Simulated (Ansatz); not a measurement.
# LiH5: the cost of one run

Method: DFT PBE, scalar-relativistic, plane waves, PAW, in Ansatz 0.2.0.

## (1) The structure to begin with

The structure is orthorhombic, space group Amm2 (No. 38). The conventional cell has a = 7.466 Å, b = 4.711 Å, c = 3.323 Å, α = 90.00°, β = 90.00°, γ = 90.00°. Li (site symmetry mm2) is surrounded by 6 Li at 2.88 to 3.32 Å and 8 H at 3.27 to 3.29 Å. H (site symmetry 1) is surrounded by 4 H at 1.54 to 1.66 Å. Around H (site symmetry mm2) lie 4 H at 1.54 Å.

As a file:

```cif
data_structure
_symmetry_space_group_name_H-M 'P 1'
_symmetry_Int_Tables_number 1
_cell_length_a 7.4658
_cell_length_b 2.8825
_cell_length_c 2.8825
_cell_angle_alpha 109.602
_cell_angle_beta 90.000
_cell_angle_gamma 90.000
_cell_volume 58.44
loop_
_atom_site_label
_atom_site_type_symbol
_atom_site_fract_x
_atom_site_fract_y
_atom_site_fract_z
_atom_site_occupancy
Li1 Li 0.50000 0.63484 0.63484 1
H1 H 0.10597 0.10931 0.58830 1
H2 H 0.89403 0.58830 0.10931 1
H3 H 0.10597 0.58830 0.10931 1
H4 H 0.89403 0.10931 0.58830 1
H5 H 0.00000 0.70281 0.70281 1
```

A structure generator made this guess: random cell by space group and Wyckoff sites (Amm2, No. 38). The dimensions are guesses.

## (2) A first look at the guess

The input, input.yaml:

```yaml
crystal:
  lattice:
    - [7.4657506, 0.0, 0.0]
    - [0.0, 2.35542729, 1.66151688]
    - [0.0, -2.35542729, 1.66151688]
  atoms:
    - { symbol: Li, position: [0.5, 0.63484121, 0.63484121] }
    - { symbol: H, position: [0.10597161, 0.10931443, 0.58830377] }
    - { symbol: H, position: [0.89402839, 0.58830377, 0.10931443] }
    - { symbol: H, position: [0.10597161, 0.58830377, 0.10931443] }
    - { symbol: H, position: [0.89402839, 0.10931443, 0.58830377] }
    - { symbol: H, position: [0.0, 0.70280943, 0.70280943] }
basis:
  ecutwfc: 420
kpoints:
  mp_grid: { grid: [4, 6, 6] }
hamiltonian:
  xc: pbe
scf:
  occupations: { method: gaussian, width: 0.1 }
  lower_state_search: "off"
output:
  forces: true
  stress: true
  eigenvalues: true
```

Command:

```sh
$ ansatz run input.yaml --threads 1 --pin off --max-ram 2048MiB --backend cpu --events-out ev --progress --plain --runs-dir out
```

**Question.** How long does this run take on 1 thread of Arm Neoverse V2, shared host, and how much memory does it need?

About 1.7 s, with a peak of 0.29 GiB.
